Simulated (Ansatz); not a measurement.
# C2H6AlBO: a ladder of functionals and wavefunction methods

The task here is to estimate one member of a computed series from the others.

The runs use Ansatz 0.2.0, Gaussian basis; functionals in def2-TZVPP, the program's frozen cores in correlated methods.

Plan: LDA (SPW92), PBE-D4, revPBE-D4, BLYP-D4, r2SCAN-D4, B97M-V, PBE0-D4, B3LYP-D4, r2SCANh-D4, r2SCAN0-D4, HSE06-D4, BHLYP-D4, CAM-B3LYP-D4, LC-ωPBE, ωB97X-V, ωB97M-V, B2PLYP, PBE-QIDH; CCSD(T)/def2-SVP; CCSD(T)/def2-TZVPP; MP2/def2-QZVPP; extrapolation to the limit; RPA on PBE.

## Structure used throughout

The geometry comes from an earlier relaxation with PBE0-D4 in a triple-zeta def2 set; it is a stationary point, not always the lowest conformer.

SMILES `C=[C]([AlH2])BO`, 11 atoms, charge 0, spin multiplicity 1.

Atoms are counted from 1 here; the program's logs count them from 0.

Bond lengths: C1–C2 1.345 Å, C1–H6 1.090 Å, C1–H7 1.091 Å, C2–Al3 1.944 Å, C2–B4 1.551 Å, Al3–H8 1.589 Å, Al3–H9 1.590 Å, B4–O5 1.359 Å, B4–H10 1.206 Å, O5–H11 0.960 Å. Angles: C2–C1–H6 122.8°, C2–C1–H7 122.2°, H6–C1–H7 115.0°, C1–C2–Al3 115.4°, C1–C2–B4 119.1°, Al3–C2–B4 125.4°, C2–Al3–H8 122.4°, C2–Al3–H9 116.8°, H8–Al3–H9 120.8°, C2–B4–O5 119.1°, C2–B4–H10 122.1°, O5–B4–H10 118.9°, B4–O5–H11 112.9°.

The first run:

File in.yaml:

```yaml
crystal:
  periodic: [false, false, false]
  atoms:
    - {symbol: C, position_ang: [-0.979373, 0.707181, 0.857479]}
    - {symbol: C, position_ang: [-0.024874, 0.016547, 0.208361]}
    - {symbol: Al, position_ang: [1.101152, -1.104414, 1.328493]}
    - {symbol: B, position_ang: [0.150491, 0.223678, -1.318892]}
    - {symbol: O, position_ang: [-0.952852, 0.402945, -2.091453]}
    - {symbol: H, position_ang: [-1.138202, 0.626966, 1.933223]}
    - {symbol: H, position_ang: [-1.646096, 1.401614, 0.344006]}
    - {symbol: H, position_ang: [2.344905, -1.907781, 0.752632]}
    - {symbol: H, position_ang: [0.716614, -1.194874, 2.868775]}
    - {symbol: H, position_ang: [1.236277, 0.230391, -1.844052]}
    - {symbol: H, position_ang: [-0.742641, 0.540747, -3.017871]}
basis:
  gaussian: {orbitals: def2-TZVPP}
hamiltonian: {xc: lda}
output: {orbitals: {seedname: orbitals}}
```

Among the steps run: LDA; PBE-D4 (GGA); revPBE-D4 (GGA); BLYP-D4 (GGA); r2SCAN-D4 (meta-GGA); B97M-V (meta-GGA); PBE0-D4 (hybrid); B3LYP-D4 (hybrid); r2SCANh-D4 (hybrid); r2SCAN0-D4 (hybrid); HSE06-D4 (hybrid); BHLYP-D4 (hybrid); CAM-B3LYP-D4 (range-separated); LC-ωPBE (range-separated); ωB97X-V (range-separated); ωB97M-V (range-separated); B2PLYP (double hybrid); PBE-QIDH (double hybrid).

One of the session's tables, all rows but one given; the rest of the session is left out.

It belongs to the step «Orbital energies across the functionals». 

| functional | HOMO (eV) | LUMO (eV) | gap (eV) |
| --- | --- | --- | --- |
| LDA (SPW92) | -6.49 | -2.86 | 3.62 |
| PBE-D4 | ? | ? | ? |
| revPBE-D4 | -6.35 | -2.51 | 3.84 |
| BLYP-D4 | -6.30 | -2.47 | 3.83 |
| r2SCAN-D4 | -6.64 | -2.40 | 4.24 |
| B97M-V | -6.78 | -2.48 | 4.30 |
| PBE0-D4 | -7.67 | -1.74 | 5.92 |
| B3LYP-D4 | -7.47 | -1.95 | 5.53 |
| r2SCANh-D4 | -7.11 | -2.08 | 5.03 |
| r2SCAN0-D4 | -7.83 | -1.62 | 6.21 |
| HSE06-D4 | -7.27 | -2.12 | 5.15 |
| BHLYP-D4 | -8.88 | -0.85 | 8.03 |
| CAM-B3LYP-D4 | -9.04 | -0.73 | 8.30 |
| LC-ωPBE | -10.36 | 0.37 | 10.73 |
| ωB97X-V | -10.03 | 0.26 | 10.29 |
| ωB97M-V | -9.87 | 0.04 | 9.90 |

**Question.** Estimate the row for PBE-D4.

**Answer.** HOMO (eV): -6.40; LUMO (eV): -2.61; gap (eV): 3.78. In the column «HOMO (eV)» it lies between LDA (SPW92) (-6.49) and revPBE-D4 (-6.35).
